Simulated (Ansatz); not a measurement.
# CHGa₂ (quartet): from Hartree-Fock to the top rungs at a displaced geometry (v1), cc-pVDZ

The task here is to estimate one member of a computed series from the others.

Program: Ansatz 0.2.0, Gaussian basis. Level of theory: cc-pVDZ, core rule «outside noble gas», up to 29 orbitals frozen. These are calculated values, not measurements.

To be run: UHF; CCSD(T) on ROHF; CCSD(T) on UHF; BCCD(T) on ROHF; CISD as a restricted active space (open shells left free, so some higher excitations enter); CCSDT(Q) on ROHF; CCSDT(Q) on UHF.

33 further runs of the same task are left out: 2 for a known fault of the program, 20 that didn't finish, 11 set aside as unsound or not needed. Runs told in other sessions of the task aren't counted.

### What is computed

The geometry is a PBE0/def2-TZVP stationary point (not a proven minimum) with its atoms shifted at random (size 0.040 Å). No spin-orbit coupling is included. The filled d shell of Ga may be among the frozen orbitals whatever the setting's name suggests.

4 atoms, charge 0, spin multiplicity 4.

Atoms are counted from 1 here; the program's logs count them from 0.

Bond lengths: C1–Ga2 1.988 Å, Ga2–Ga3 2.705 Å, Ga3–H4 1.809 Å. Angles: C1–Ga2–Ga3 150.8°, Ga2–Ga3–H4 47.4°.

Set-up of the first run:

in.yaml reads:

```yaml
crystal:
  periodic: [false, false, false]
  atoms:
    - {symbol: C, position_ang: [-0.020804, 0.550273, 2.928706]}
    - {symbol: Ga, position_ang: [-0.021637, -0.212480, 1.092639]}
    - {symbol: Ga, position_ang: [0.026327, 0.099198, -1.593881]}
    - {symbol: H, position_ang: [-0.076450, 1.279052, -0.225900]}
basis:
  gaussian: {orbitals: cc-pVDZ}
magnetization: {spin_polarized: true, initial_magnetization: 3}
hamiltonian: {xc: hf}
output: {orbitals: {seedname: orbitals}}
```

The run is started by

```sh
$ ansatz run in.yaml --threads 1 --pin off --events-out ev --progress --plain --max-ram 2393MiB
```

Steps of the session up to this table: UHF; CCSD(T) on ROHF; CCSD(T) on UHF; BCCD(T) on ROHF; CISD as a restricted active space (open shells left free, so some higher excitations enter); CCSDT(Q) on ROHF; CCSDT(Q) on UHF.

One table of the session follows, with a row left open; its other results are not shown here.

```
   method  from RCCSDT(Q) (meV)
     ROHF               +6156.6
      UHF               +6062.5
     RMP2               +1606.1
     UMP2               +1583.8
    RCCSD                +305.5
    UCCSD                +297.7
 RCCSD(T)                 +83.6
 UCCSD(T)                 +79.7
  BCCD(T)                 +77.8
   RCCSDT                     ?
   UCCSDT                 +14.4
RCCSDT(Q)                     0
UCCSDT(Q)                  -4.2
```

Q: Estimate the row for RCCSDT from the others.

**Answer.** from RCCSDT(Q) (meV): +17.9. In the column «from RCCSDT(Q) (meV)» it lies between UCCSDT (+14.4) and BCCD(T) (+77.8).

Not comparable, so not listed: CISD as a restricted active space (open shells left free, so some higher excitations enter) (they don't share determinant, frozen orbitals or solution with the rows shown, or repeat one).

Caveats from the session: Restricted and unrestricted rows rest on different reference determinants; a gap between their highest levels can come from leftover correlation error, from unlike frozen cores or from another state.
